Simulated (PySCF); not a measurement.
# ZrOI₂: the energy surface near the minimum

Aim: map the energy of singlet ZrOI₂ about its PBE0 minimum, with rigid distortions.

The runs use PySCF 2.14.0; PBE0, basis Zr def2-SVP with ECP28, O def2-SVP, I def2-SVP with ECP28, scalar-relativistic core potentials, no spin–orbit coupling, density fitting.

## 1. The starting structure

4 atoms, charge 0, spin multiplicity 1.

Bond lengths: Zr1–O2 1.720 Å, Zr1–I3 2.742 Å, Zr1–I4 2.742 Å. Angles: O2–Zr1–I3 113.1°, O2–Zr1–I4 113.1°, I3–Zr1–I4 124.7°.

```xyz
4
charge 0 multiplicity 1
Zr    0.0000    0.0000    0.0000
O    -0.8584   -1.4867    0.1021
I     2.6612   -0.2487    0.6117
I    -1.5459    2.1804    0.6117
```

## 2. Breathing scan

One driver script runs all scans and calls PySCF for each point, on a (75, 302) grid.

On the command line:

```console
$ OMP_NUM_THREADS=2 python axn.py task.json out
```

A rigid scan with PBE0: all bonds to the central atom are scaled together. Each point starts from its neighbour's orbitals, and energies count from the minimum.

```tsv
scale of all bonds to the centre	energy (kJ/mol)	dipole size (D)
0.88	323.4	2.23
0.92	127.4	2.39
0.96	28.3	2.56
1.00	0.0	2.74
1.04	22.5	2.90
1.08	80.7	3.04
1.14	210.7	3.21
1.22	424.4	3.40
1.35	786.2	3.63
```

The scan took 17 s on 2 threads of Arm Neoverse V1, shared host.

## 3. Stretching one bond

A rigid scan with PBE0: the bond from Zr to the last atom (I) is scaled and the rest held.

```tsv
scale of one bond	energy (kJ/mol)	dipole size (D)
0.92	29.8	3.02
0.96	6.5	2.82
1.00	0.0	2.74
1.05	7.5	2.82
1.12	35.0	3.24
1.20	77.6	3.99
1.35	162.7	5.65
1.55	258.7	7.62
1.80	340.2	9.03
2.20	403.6	9.90
```

The scan took 22 s.

A restricted determinant lies too high at long bonds, where the pair should uncouple.

## 4. Summary of results

| quantity | value |
| --- | --- |
| all bonds 4 % longer | 22.5 kJ/mol |
| one bond 20 % longer | 77.6 kJ/mol |

**Reading.** Shortening all bonds by 4 % costs 28.3 kJ/mol and lengthening them 22.5: the wall is steeper on the short side. Whether spin polarisation would lower the closed shell was not checked. Spin–orbit coupling is left out.
